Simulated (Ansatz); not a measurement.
# SiC: the cost of one run

Method: DFT r²SCAN, frozen-core PAW, scalar-relativistic unless said, in Ansatz 0.2.0.

### Step 1. Starting point

It takes space group P6_3mc (No. 186, hexagonal). Conventional cell: a = 3.076 Å, b = 3.076 Å, c = 5.048 Å, α = 90.00°, β = 90.00°, γ = 120.00°. Si (site symmetry 3m) has 4 C at 1.87 to 1.94 Å as nearest neighbours. C (site symmetry 3m) is surrounded by 4 Si at 1.87 to 1.94 Å.

Coordinates:

```cif
data_structure
_symmetry_space_group_name_H-M 'P 1'
_symmetry_Int_Tables_number 1
_cell_length_a 3.0760
_cell_length_b 3.0760
_cell_length_c 5.0480
_cell_angle_alpha 90.000
_cell_angle_beta 90.000
_cell_angle_gamma 120.000
_cell_volume 41.36
loop_
_atom_site_label
_atom_site_type_symbol
_atom_site_fract_x
_atom_site_fract_y
_atom_site_fract_z
_atom_site_occupancy
Si1 Si 0.33333 0.66667 0.00000 1
Si2 Si 0.66667 0.33333 0.50000 1
C1 C 0.33333 0.66667 0.38500 1
C2 C 0.66667 0.33333 0.88500 1
```

Cartesian axes are those of the input's lattice vectors. The structure goes back to a database entry.

### Step 2. Cell and atoms relaxed, PAW

Input file input.yaml:

```yaml
crystal:
  lattice:
    - [3.07599999998, 0.0, 0.0]
    - [-1.53799999999, 2.66389414203, 0.0]
    - [0.0, 0.0, 5.048]
  atoms:
    - { symbol: Si, position: [0.333333333333, 0.666666666667, 0.0] }
    - { symbol: Si, position: [0.666666666667, 0.333333333333, 0.5] }
    - { symbol: C, position: [0.333333333333, 0.666666666667, 0.385] }
    - { symbol: C, position: [0.666666666667, 0.333333333333, 0.885] }
kpoints:
  mp_grid: { grid: [12, 12, 6] }
scf:
  occupations: { method: fermi_dirac, width: 0.08 }
hamiltonian:
  xc: r2scan
  pseudopotentials: { kind: paw }
relax:
  f_tol: 0.002
  max_steps: 80
  cell: {}
output:
  forces: true
  stress: true
  write_density: true
  write_potential: true
  elf: true
  volumetric_format: npy
```

Started as:

```console
> ansatz run input.yaml --threads 2 --pin off --max-ram 6144MiB --backend cpu --events-out ev --progress --plain --runs-dir out
```

Q: Estimate wall time and peak memory on 2 threads of Arm Neoverse V1, shared host.

About 30 s, with a peak of 0.47 GiB.
